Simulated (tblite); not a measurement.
# B12H18N12 ((8,1) BN nanotube piece): the cost of one run

Programs: tblite 0.8.0 and PySCF 2.14.0, with routines of our own; each step states its level. All values are computed. Atoms count from 0.

### 1 The system as given

42 atoms, charge 0, multiplicity 1; geometry from: force field, distance geometry or constructed start.

### 2 Geometry optimisation with GFN2-xTB

The job: settings as JSON, then the geometry in Å.

```
{"job": {"kind": "relax", "xc": "GFN2-xTB", "basis": "xTB"}, "charge": 0, "multiplicity": 1}
B      3.692500     1.064100     0.400500
N      3.060800     2.224000    -0.198100
B      2.183000     2.980900     0.657400
N      0.941100     3.430800     0.056800
B     -0.227700     3.400100     0.914100
N     -1.445700     2.904800     0.314700
B     -1.563300     2.823800    -1.126900
N     -2.458000     1.866900    -1.715400
B     -2.292400     2.103900     1.164500
N     -2.871200     0.924000     0.573200
B     -2.904900     0.780900    -0.871400
N     -2.933600    -0.532700    -1.462700
B     -2.972300    -0.238900     1.424200
N     -2.604200    -1.502200     0.823200
B     -2.538800    -1.625700    -0.614800
N     -1.682600    -2.625900    -1.202100
B     -1.902800    -2.433200     1.674400
N     -0.791500    -3.135400     1.079200
B     -0.652800    -3.179800    -0.358300
N      0.652700    -3.349700    -0.951400
B      1.783700    -3.072800    -0.105000
N      2.867000    -2.331000    -0.700000
B      3.533600    -1.364900     0.154400
N      3.833900    -0.097400    -0.447000
H      4.053700     1.069400     1.514400
H      3.237000     2.491700    -1.176700
H      2.449900     3.230500     1.767100
H      0.893200     3.748500    -0.923700
H     -0.187700     3.765300     2.020100
H     -0.930900     3.533100    -1.802300
H     -2.771800     1.948600    -2.706000
H     -2.511300     2.403500     2.276500
H     -3.221700    -0.678000    -2.452500
H     -3.324200    -0.163700     2.534300
H     -1.796500    -2.927900    -2.199600
H     -2.220200    -2.614300     2.782000
H     -0.087200    -3.599300     1.682400
H      0.766300    -3.651900    -1.944600
H      1.827300    -3.443900     1.004800
H      3.152000    -2.477900    -1.686500
H      3.802800    -1.615400     1.263000
H      4.158400    -0.016500    -1.429700
```

Started as:

```
> OMP_NUM_THREADS=2 python large_run.py task.json out
```

The driver reads the jobs from task.json and runs them one after another.

Q: Estimate the wall time and peak memory of this first job on 2 threads of Arm Neoverse V1, shared host.

About 2 s, with a peak of 0.16 GiB.
